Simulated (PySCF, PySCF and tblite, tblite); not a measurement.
# C4H7FOS: a path driven as pyramidal inversion, and NMR exchange, part 1 of 2

How fast is pyramidal inversion in C4H7FOS (`O=[S@]1CC[C@@H](F)C1`), and when do the exchanging lines merge?

Programs: PySCF 2.14.0 with density-fitted response routines of our own, and tblite 0.8.0. All values are computed, except where a source is named. Atoms count from 0 throughout.

### 1 The molecule as given

14 atoms, charge 0, multiplicity 1; geometry from: force field or distance geometry start.

Bonds of the start (Å): C2–C3 1.50, C2–H7 1.09, C2–H8 1.10, C3–C4 1.51, C3–H10 1.10, C3–H9 1.11, C4–C6 1.52, C4–F5 1.35, C4–H11 1.10, C6–H12 1.09, C6–H13 1.09, O0–S1 1.50, S1–C2 1.85, S1–C6 1.83.

### 2 GFN2-xTB relaxation, start minimum

Job settings and geometry (Å):

```
{"job": {"xc": "GFN2-xTB", "basis": "xTB", "kind": "relax"}, "charge": 0, "multiplicity": 1}
O      0.205200     2.638300     0.197200
S      0.013800     1.533000    -0.802000
C      1.319900     0.276000    -0.435200
C      0.701600    -0.711500     0.513700
C     -0.710300    -0.935300     0.024300
F     -1.422600    -1.648000     0.921700
C     -1.309000     0.448700    -0.155200
H      2.205300     0.774300    -0.027900
H      1.572100    -0.198800    -1.389600
H      0.677800    -0.324500     1.549600
H      1.265900    -1.656700     0.550300
H     -0.712500    -1.488800    -0.928200
H     -2.152700     0.446900    -0.843400
H     -1.655000     0.845900     0.802600
```

Started as:

```bash
$ OMP_NUM_THREADS=1 python ens_run.py task.json out
```

One launch serves the whole session.

The log of the run:

```text
step      E/eV     max force
  0    -657.52717    2.245
  1    -657.60122    0.838
  2    -657.61107    0.232
  3    -657.61431    0.142
  4    -657.61664    0.118
  5    -657.61748    0.108
  6    -657.61827    0.074
  7    -657.61874    0.055
  8    -657.61913    0.052
  9    -657.61939    0.046
 10    -657.61958    0.044
 11    -657.61970    0.032
 12    -657.61980    0.023
 13    -657.61989    0.028
 14    -657.62000    0.029
 15    -657.62011    0.028
 16    -657.62020    0.022
 17    -657.62027    0.019
 18    -657.62031    0.019
 19    -657.62036    0.020
 20    -657.62043    0.023
 21    -657.62050    0.024
 22    -657.62058    0.024
 23    -657.62065    0.025
 24    -657.62074    0.025
 25    -657.62086    0.033
 26    -657.62103    0.039
 27    -657.62125    0.050
 28    -657.62155    0.061
 29    -657.62196    0.066
 30    -657.62243    0.055
 31    -657.62287    0.048
 32    -657.62318    0.040
 33    -657.62338    0.039
 34    -657.62357    0.036
 35    -657.62381    0.040
 36    -657.62406    0.033
 37    -657.62428    0.040
 38    -657.62443    0.041
 39    -657.62454    0.028
 40    -657.62464    0.018
 41    -657.62472    0.016
 42    -657.62474    0.012
 43    -657.62476    0.008
 44    -657.62477    0.007
 45    -657.62477    0.008
 46    -657.62478    0.006
 47    -657.62478    0.004
 48    -657.62478    0.004
 49    -657.62479    0.005
 50    -657.62479    0.005
 51    -657.62479    0.005
 52    -657.62479    0.004
 53    -657.62480    0.003
 54    -657.62480    0.004
 55    -657.62480    0.005
 56    -657.62480    0.005
 57    -657.62480    0.005
 58    -657.62480    0.003
 59    -657.62480    0.003
 60    -657.62480    0.004
 61    -657.62481    0.005
 62    -657.62481    0.004
 63    -657.62481    0.005
 64    -657.62481    0.004
 65    -657.62481    0.003
 66    -657.62481    0.003
```

Wall time 0.51 s (1 thread of Arm Neoverse N1, shared host).

The energy fell by 0.098 eV, and the atoms moved 0.13 Å (root mean square).

### 3 Relaxed scan, inversion

Job settings and geometry (Å):

```
{"job": {"xc": "GFN2-xTB", "basis": "xTB", "coordinate": [["t", [6, 0, 2, 1], 0.3333333333333333], ["t", [0, 2, 6, 1], 0.3333333333333333], ["t", [2, 6, 0, 1], 0.3333333333333333]], "kind": "drive"}, "charge": 0, "multiplicity": 1}
O      0.214222     2.520611     0.438510
S      0.048070     1.617409    -0.695266
C      1.318524     0.270599    -0.480112
C      0.727691    -0.695544     0.521204
C     -0.704703    -0.929017     0.050919
F     -1.431992    -1.602872     1.008254
C     -1.316580     0.438789    -0.213304
H      2.241992     0.733023    -0.143082
H      1.461949    -0.187135    -1.457482
H      0.700174    -0.238151     1.512643
H      1.286456    -1.629957     0.583533
H     -0.728188    -1.564097    -0.844464
H     -2.063276     0.425993    -1.003088
H     -1.755016     0.839876     0.699569
```

The log of the run:

```text
point  coordinate     E/eV
  0     39.600     -657.48822
  1     31.300     -657.04501
  2     21.600     -656.34337
  3     10.900     -655.48144
  4     12.100     -655.48783
  5     -4.000     -654.54145
  6    -39.400     -657.51683
  7    -45.500     -657.64779
```

Wall time 3.5 s (1 thread of Arm Neoverse N1, shared host).

The highest point is number 5, 68.0 kcal/mol above the first.

### 4 Nudged elastic band, leg 1

Changed since step 3:

```diff
@@ -1,2 +1,2 @@
-{"job": {"xc": "GFN2-xTB", "basis": "xTB", "coordinate": [["t", [6, 0, 2, 1], 0.3333333333333333], ["t", [0, 2, 6, 1], 0.3333333333333333], ["t", [2, 6, 0, 1], 0.3333333333333333]], "kind": "drive"}, "charge": 0, "multiplicity": 1}
+{"job": {"xc": "GFN2-xTB", "basis": "xTB", "kind": "neb"}, "charge": 0, "multiplicity": 1}
 O      0.214222     2.520611     0.438510
```

The log of the run:

```text
image   E - E0 / eV
  0       0.0000
  1       0.0242
  2       0.0612
  3       0.0748
  4       1.1408
  5      15.8909
  6      -0.0325
```

Run time: 8.8 s. Hardware: 1 thread of Arm Neoverse N1, shared host; peak memory 0.19 GiB.

The run did not converge, so its numbers are no properties of the molecule.

### 5 Saddle search, leg 1

Job settings and geometry (Å):

```
{"job": {"xc": "GFN2-xTB", "basis": "xTB", "kind": "saddle"}, "charge": 0, "multiplicity": 1}
O      0.002823     2.816080    -1.265866
S      0.034976     1.501062    -0.530978
C      1.482995     0.279142    -0.191860
C      0.718366    -0.823936     0.477676
C     -0.735278    -0.879015    -0.026636
F     -1.415299    -1.808704     0.729999
C     -1.389817     0.469024     0.154828
H      2.291113     0.681519     0.424240
H      1.788997     0.097517    -1.213088
H      0.683182    -0.659695     1.558210
H      1.194002    -1.790502     0.297523
H     -0.779155    -1.213547    -1.065960
H     -2.180018     0.702962    -0.545348
H     -1.696886     0.628093     1.197261
```

The log of the run:

```text
step      E/eV     max force
  0    -654.54145   2.0393
  1    -654.65887   1.4565
  2    -654.71313   1.0133
  3    -654.72752   0.5450
  4    -654.73213   0.2512
  5    -654.73272   0.3189
  6    -654.73262   0.0126
  7    -654.73262   0.0000
lowest wavenumbers (cm-1): -1294.1 94.8 174.4 203.2 343.1 356.3
```

Wall time 3.4 s (1 thread of Arm Neoverse N1, shared host); peak memory 0.19 GiB.

Point group C1; 1 imaginary mode, 1294i cm⁻¹, carried by S1, O0, C2, C6. Steps downhill from it reached both ends.

### 6 Shieldings, start: PBE/pcSseg-1

Job settings and geometry (Å):

```
{"job": {"kind": "nmr", "xc": "PBE", "basis": "pcSseg-1", "pop": false}, "charge": 0, "multiplicity": 1}
O      0.214222     2.520611     0.438510
S      0.048070     1.617409    -0.695266
C      1.318524     0.270599    -0.480112
C      0.727691    -0.695544     0.521204
C     -0.704703    -0.929017     0.050919
F     -1.431992    -1.602872     1.008254
C     -1.316580     0.438789    -0.213304
H      2.241992     0.733023    -0.143082
H      1.461949    -0.187135    -1.457482
H      0.700174    -0.238151     1.512643
H      1.286456    -1.629957     0.583533
H     -0.728188    -1.564097    -0.844464
H     -2.063276     0.425993    -1.003088
H     -1.755016     0.839876     0.699569
```

The log of the run:

```text
coarse grid: 12480 points
cycle   1  E = -728.9356017879  dE =  1.073e+00  |g| = 1.102e+00  |ddm| = 3.555e+00
cycle   2  E = -726.1675909534  dE =  2.768e+00  |g| = 3.430e+00  |ddm| = 7.156e+00
cycle   3  E = -729.0475035734  dE = -2.880e+00  |g| = 6.848e-01  |ddm| = 6.920e+00
cycle   4  E = -729.1483563772  dE = -1.009e-01  |g| = 2.851e-01  |ddm| = 1.063e+00
cycle   5  E = -729.1650402041  dE = -1.668e-02  |g| = 6.304e-02  |ddm| = 3.018e-01
cycle   6  E = -729.1658912843  dE = -8.511e-04  |g| = 2.579e-02  |ddm| = 8.645e-02
cycle   7  E = -729.1660352292  dE = -1.439e-04  |g| = 9.561e-03  |ddm| = 3.081e-02
cycle   8  E = -729.1660516015  dE = -1.637e-05  |g| = 3.246e-03  |ddm| = 9.658e-03
cycle   9  E = -729.1660535506  dE = -1.949e-06  |g| = 1.222e-03  |ddm| = 3.322e-03
final grid: 117000 points
cycle  10  E = -729.2498438096  dE =  7.344e-06  |g| = 2.112e-02  |ddm| = 4.088e-02
cycle  11  E = -729.2492354574  dE =  6.084e-04  |g| = 5.705e-02  |ddm| = 8.190e-02
cycle  12  E = -729.2499289034  dE = -6.934e-04  |g| = 7.691e-03  |ddm| = 6.752e-02
cycle  13  E = -729.2499407190  dE = -1.182e-05  |g| = 1.075e-03  |ddm| = 7.106e-03
cycle  14  E = -729.2499409650  dE = -2.460e-07  |g| = 3.365e-04  |ddm| = 1.475e-03
cycle  15  E = -729.2499409848  dE = -1.980e-08  |g| = 8.003e-05  |ddm| = 4.235e-04
cycle  16  E = -729.2499409862  dE = -1.366e-09  |g| = 1.632e-05  |ddm| = 1.044e-04
cycle  17  E = -729.2499409862  dE = -4.434e-11  |g| = 7.084e-06  |ddm| = 1.701e-05
converged SCF energy = -729.2499409862

GIAO shielding tensors (ppm)
atom      isotropic    diamagn.    paramagn.     s11        s22        s33       span
  0 O      222.939     396.568    -173.629    -54.458    225.450    497.826    552.284
  1 S      102.269    1051.775    -949.507    -42.289     61.688    287.406    329.695
  2 C      126.614     255.138    -128.523     92.190    119.803    167.850     75.660
  3 C      145.480     249.627    -104.146    113.955    148.437    174.048     60.093
  4 C       82.018     242.276    -160.258     33.129     72.042    140.884    107.755
  5 F      364.025     470.540    -106.515    327.748    372.255    392.073     64.325
  6 C      113.534     255.374    -141.840     60.718    121.478    158.405     97.686
  7 H       29.106      30.217      -1.110     26.228     27.000     34.091      7.863
  8 H       29.523      31.158      -1.635     25.845     28.407     34.317      8.472
  9 H       28.451      31.019      -2.568     25.788     27.416     32.150      6.362
 10 H       29.144      29.831      -0.687     25.005     27.284     35.144     10.139
 11 H       26.359      29.911      -3.552     23.759     26.838     28.479      4.719
 12 H       27.877      29.856      -1.979     25.357     27.325     30.948      5.591
 13 H       29.144      30.664      -1.519     26.704     27.933     32.797      6.093
```

Wall time 43 s (1 thread of Arm Neoverse N1, shared host); peak memory 0.58 GiB.

This run: HOMO -5.36 eV, LUMO -0.49 eV; dipole 3.36 D.

### 7 Shieldings, saddle of leg 1: PBE/pcSseg-1

Job settings and geometry (Å):

```
{"job": {"kind": "nmr", "xc": "PBE", "basis": "pcSseg-1", "pop": false}, "charge": 0, "multiplicity": 1}
O      0.069084     2.941262    -0.882785
S      0.056055     1.492633    -0.454350
C      1.440702     0.265449    -0.285268
C      0.719510    -0.804698     0.492395
C     -0.732782    -0.907200    -0.008845
F     -1.411973    -1.796874     0.790749
C     -1.385847     0.458473     0.054558
H      2.261191     0.730547     0.252174
H      1.757758    -0.050696    -1.277377
H      0.688007    -0.549550     1.552916
H      1.206229    -1.774235     0.380373
H     -0.766391    -1.315369    -1.025749
H     -2.195750     0.600826    -0.654372
H     -1.705793     0.709433     1.065582
```

The log of the run:

```text
coarse grid: 12480 points
cycle   1  E = -728.8997464211  dE =  1.053e+00  |g| = 1.015e+00  |ddm| = 3.595e+00
cycle   2  E = -725.1407387657  dE =  3.759e+00  |g| = 3.490e+00  |ddm| = 9.445e+00
cycle   3  E = -728.9815615984  dE = -3.841e+00  |g| = 6.936e-01  |ddm| = 9.264e+00
cycle   4  E = -729.0859556500  dE = -1.044e-01  |g| = 2.789e-01  |ddm| = 1.098e+00
cycle   5  E = -729.0999873683  dE = -1.403e-02  |g| = 6.964e-02  |ddm| = 2.610e-01
cycle   6  E = -729.1006841709  dE = -6.968e-04  |g| = 3.913e-02  |ddm| = 1.152e-01
cycle   7  E = -729.1010014566  dE = -3.173e-04  |g| = 8.605e-03  |ddm| = 5.353e-02
cycle   8  E = -729.1010176726  dE = -1.622e-05  |g| = 2.950e-03  |ddm| = 1.774e-02
cycle   9  E = -729.1010194565  dE = -1.784e-06  |g| = 6.770e-04  |ddm| = 3.443e-03
final grid: 117000 points
cycle  10  E = -729.1833560061  dE =  3.430e-06  |g| = 2.054e-02  |ddm| = 4.280e-02
cycle  11  E = -729.1828256252  dE =  5.304e-04  |g| = 5.351e-02  |ddm| = 8.403e-02
cycle  12  E = -729.1834312534  dE = -6.056e-04  |g| = 9.226e-03  |ddm| = 7.233e-02
cycle  13  E = -729.1834480188  dE = -1.677e-05  |g| = 1.121e-03  |ddm| = 8.570e-03
cycle  14  E = -729.1834482500  dE = -2.312e-07  |g| = 4.282e-04  |ddm| = 1.812e-03
cycle  15  E = -729.1834482844  dE = -3.444e-08  |g| = 6.366e-05  |ddm| = 5.782e-04
cycle  16  E = -729.1834482854  dE = -9.368e-10  |g| = 1.910e-05  |ddm| = 1.377e-04
converged SCF energy = -729.1834482854

GIAO shielding tensors (ppm)
atom      isotropic    diamagn.    paramagn.     s11        s22        s33       span
  0 O      372.629     395.787     -23.158     21.958    109.579    986.349    964.391
  1 S      320.740    1054.284    -733.543    -33.671    461.368    534.524    568.196
  2 C      117.523     252.632    -135.109     76.017    105.690    170.863     94.846
  3 C      147.947     250.135    -102.188    128.933    153.518    161.391     32.458
  4 C       89.635     244.754    -155.119     49.796     72.380    146.729     96.934
  5 F      370.331     470.396    -100.066    344.909    376.650    389.432     44.523
  6 C      125.729     252.775    -127.046     97.389    119.273    160.525     63.136
  7 H       26.785      28.887      -2.102     24.049     25.212     31.095      7.046
  8 H       26.950      29.875      -2.925     22.844     25.460     32.545      9.701
  9 H       29.763      30.636      -0.873     26.476     27.751     35.063      8.588
 10 H       29.521      29.238       0.283     25.601     26.922     36.041     10.440
 11 H       26.443      29.930      -3.486     22.806     27.025     29.499      6.694
 12 H       26.992      28.930      -1.938     24.320     25.917     30.738      6.418
 13 H       27.418      29.729      -2.311     23.493     26.232     32.529      9.036
```

Run time: 48 s. Hardware: 1 thread of Arm Neoverse N1, shared host; peak memory 0.62 GiB.

This run: HOMO -3.77 eV, LUMO -1.96 eV; dipole 3.70 D.

Orbitals, density, ELF and potential are computed afterwards from the orbital file.

Frontier orbitals at PBE/pcSseg-1, with the share of their density that lies nearest to each atom:

```csv
orbital,energy (eV),lies on
HOMO,-3.77,O0 48 %; S1 38 %
LUMO,-1.96,"S1 26 %; O0 20 %; C2, C6 about 17 % each"
```

ELF in a plane through or near 7 of the atoms.

Values, 10 rows by 14 columns:
```
0.00 0.00 0.00 0.00 0.00 0.00 0.00 0.00 0.00 0.00 0.00 0.00 0.00 0.00
0.00 0.00 0.00 0.00 0.00 0.00 0.01 0.11 0.12 0.04 0.00 0.00 0.00 0.00
0.00 0.00 0.00 0.00 0.00 0.00 0.30 0.83 0.38 0.77 0.20 0.00 0.00 0.00
0.00 0.00 0.00 0.24 0.66 0.21 0.36 0.32 0.59 0.36 0.04 0.00 0.00 0.00
0.00 0.00 0.01 0.26 0.73 0.70 0.79 0.26 0.77 0.47 0.38 0.15 0.00 0.00
0.00 0.00 0.00 0.04 0.12 0.72 0.65 0.48 0.85 0.24 0.85 0.53 0.01 0.00
0.00 0.00 0.08 0.75 0.51 0.70 0.47 0.52 0.80 0.15 0.04 0.01 0.00 0.00
0.00 0.00 0.00 0.12 0.44 0.30 0.01 0.96 0.99 0.56 0.00 0.00 0.00 0.00
0.00 0.00 0.00 0.00 0.00 0.00 0.00 0.00 0.00 0.00 0.00 0.00 0.00 0.00
0.00 0.00 0.00 0.00 0.00 0.00 0.00 0.00 0.00 0.00 0.00 0.00 0.00 0.00
```
The map spans 9.8 Å across and 11.1 Å up, centred on the molecule. Atoms in the plane (x, y in Å): O0 (0.9, 2.9), S1 (0.5, 1.5), C2 (1.5, -0.1), C3 (0.4, -1.1), F5 (-1.9, -1.5), C6 (-1.2, 0.8), H10 (0.7, -2.1).

On the surface of density 0.002 e/bohr³ the electrostatic potential runs, from the 1st to the 99th percentile, from -1.96 V near O0 to 1.27 V near H11.

### 8 Shieldings, end: PBE/pcSseg-1

Job settings and geometry (Å):

```
{"job": {"kind": "nmr", "xc": "PBE", "basis": "pcSseg-1", "pop": false}, "charge": 0, "multiplicity": 1}
O     -0.043182     1.999969    -1.675397
S      0.080610     1.738616    -0.244575
C      1.370324     0.387992    -0.099865
C      0.702063    -0.851072     0.458670
C     -0.725295    -0.840801    -0.081272
F     -1.487273    -1.802609     0.548836
C     -1.274443     0.546001     0.192341
H      2.178860     0.752407     0.528417
H      1.733973     0.241538    -1.115214
H      0.656663    -0.814804     1.549258
H      1.227422    -1.761646     0.168926
H     -0.755055    -1.077318    -1.151471
H     -2.152868     0.791295    -0.398798
H     -1.490676     0.665071     1.252929
```

The log of the run:

```text
coarse grid: 12480 points
cycle   1  E = -728.9388823126  dE =  1.069e+00  |g| = 1.099e+00  |ddm| = 3.551e+00
cycle   2  E = -726.2930368809  dE =  2.646e+00  |g| = 3.368e+00  |ddm| = 6.784e+00
cycle   3  E = -729.0453759483  dE = -2.752e+00  |g| = 6.962e-01  |ddm| = 6.552e+00
cycle   4  E = -729.1513652160  dE = -1.060e-01  |g| = 2.716e-01  |ddm| = 1.046e+00
cycle   5  E = -729.1664028323  dE = -1.504e-02  |g| = 6.099e-02  |ddm| = 2.831e-01
cycle   6  E = -729.1671727415  dE = -7.699e-04  |g| = 2.601e-02  |ddm| = 8.581e-02
cycle   7  E = -729.1673284096  dE = -1.557e-04  |g| = 8.524e-03  |ddm| = 3.210e-02
cycle   8  E = -729.1673419058  dE = -1.350e-05  |g| = 2.889e-03  |ddm| = 8.597e-03
cycle   9  E = -729.1673434446  dE = -1.539e-06  |g| = 1.195e-03  |ddm| = 3.033e-03
final grid: 117000 points
cycle  10  E = -729.2503157196  dE =  1.256e-05  |g| = 2.205e-02  |ddm| = 4.240e-02
cycle  11  E = -729.2496659045  dE =  6.498e-04  |g| = 5.904e-02  |ddm| = 8.386e-02
cycle  12  E = -729.2504084138  dE = -7.425e-04  |g| = 8.144e-03  |ddm| = 6.883e-02
cycle  13  E = -729.2504215738  dE = -1.316e-05  |g| = 1.048e-03  |ddm| = 7.316e-03
cycle  14  E = -729.2504217932  dE = -2.194e-07  |g| = 3.517e-04  |ddm| = 1.400e-03
cycle  15  E = -729.2504218155  dE = -2.223e-08  |g| = 7.458e-05  |ddm| = 4.416e-04
cycle  16  E = -729.2504218167  dE = -1.265e-09  |g| = 1.711e-05  |ddm| = 1.033e-04
cycle  17  E = -729.2504218168  dE = -4.593e-11  |g| = 7.328e-06  |ddm| = 1.779e-05
converged SCF energy = -729.2504218168

GIAO shielding tensors (ppm)
atom      isotropic    diamagn.    paramagn.     s11        s22        s33       span
  0 O      218.554     396.111    -177.556    -62.428    227.519    490.572    553.000
  1 S      111.956    1051.816    -939.860    -30.969     61.088    305.748    336.717
  2 C      119.615     254.474    -134.858     63.572    122.090    173.184    109.612
  3 C      143.703     248.651    -104.948    113.192    147.958    169.959     56.767
  4 C       80.299     243.459    -163.161     33.088     68.890    138.919    105.831
  5 F      374.749     470.220     -95.472    362.947    374.010    387.290     24.343
  6 C      117.405     255.709    -138.304     86.168    111.895    154.153     67.986
  7 H       27.971      29.810      -1.839     25.577     27.038     31.299      5.723
  8 H       29.493      30.951      -1.458     26.384     28.101     33.993      7.609
  9 H       29.768      30.658      -0.890     26.554     28.503     34.247      7.693
 10 H       28.839      29.605      -0.765     24.883     26.828     34.806      9.923
 11 H       25.536      30.373      -4.837     22.795     26.735     27.079      4.284
 12 H       28.629      30.208      -1.579     26.249     26.988     32.651      6.402
 13 H       29.297      30.990      -1.693     26.441     28.472     32.977      6.536
```

It took 42 s on 1 thread of Arm Neoverse N1, shared host; peak memory 0.62 GiB.

In short: HOMO -5.35 eV, LUMO -0.49 eV; dipole 2.66 D.

(Continued in part 2 of 2.)
